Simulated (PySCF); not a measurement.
# GaO2: relaxation and vibrations of the quartet

The task is one start of a wider search on GaO2: the quartet, from a bent start. It is relaxed, tested by its Hessian and followed downhill if it is a saddle.

The runs use PySCF 2.14.0; PBE0, basis Ga def2-TZVP, O def2-TZVP, no relativity, density fitting.

**1. The system as given**

3 atoms, charge 0, spin multiplicity 4.

Bond lengths: Ga1–O2 1.740 Å, Ga1–O3 1.740 Å. Angles: O2–Ga1–O3 110.0°.

Coordinates in bohr (charge 0 multiplicity 4):
```
Ga    0.0000    0.0000    0.0000
O     2.6934    0.0000    1.8859
O    -2.6934    0.0000    1.8859
```

**2. The SCF at the typed geometry**

One driver script runs all steps and calls PySCF; scf.py shows how it sets up the SCF of each step. The optimiser is the driver's own. After this first run the driver tries any further starts and a stability analysis.

Contents of scf.py:

```python
from pyscf import gto, scf, dft
mol = gto.M(atom='''
Ga     0.000000     0.000000     0.000000
O      1.425300     0.000000     0.998000
O     -1.425300     0.000000     0.998000''',
    basis={'Ga': 'def2-TZVP', 'O': 'def2-TZVP'},
    charge=0, spin=3)
mf = dft.UKS(mol, xc='PBE0')
mf.grids.atom_grid = (50, 194)
aux = {'Ga': 'def2-universal-JKFIT', 'O': 'def2-universal-JKFIT'}
mf = mf.density_fit(auxbasis=aux)
mf.conv_tol = 1e-08
mf.diis_space = 10
mf.max_cycle = 60
mf.init_guess = 'minao'
mf.verbose = 4
mf.kernel()
```

Run with:

```sh
$ OMP_NUM_THREADS=4 python axn.py task.json out
```

The runs that follow: Relaxation: bent start, quartet; Is it a minimum? Harmonic modes.

Q: Predict the outcome of this session. Wanted: minimum; geometry; wavenumbers; dipole moment; highest occupied, lowest empty level; polar-tensor charge of Ga1; zero-point energy; atomisation energy; ⟨S²⟩.

**Answer**, as computed:

```
                                          quantity                             value
                                           minimum                      quartet, C2v
                                          geometry  Ga–O 1.846 Å (×2); O–Ga–O 111.1°
                                wavenumbers (cm⁻¹)      174 (a1), 590 (a1), 609 (b2)
                                     dipole moment                            2.37 D
highest occupied, lowest empty level (either spin)                   -7.35, -5.04 eV
                        polar-tensor charge of Ga1                           +0.88 e
                                 zero-point energy                        8.2 kJ/mol
                               entropy at 298.15 K                   284.6 J/(mol K)
         atomisation energy (no zero-point energy)                        554 kJ/mol
                                              ⟨S²⟩                             3.762
```

What this shows: The molecule stays C2v, as typed, and the end point is a minimum. In the infrared the band at 609 cm⁻¹ (b2, stretch) leads. The first SCF alone would have been 74 kJ/mol too high. Only this shape and spin were tried, so other structures or states may lie lower.
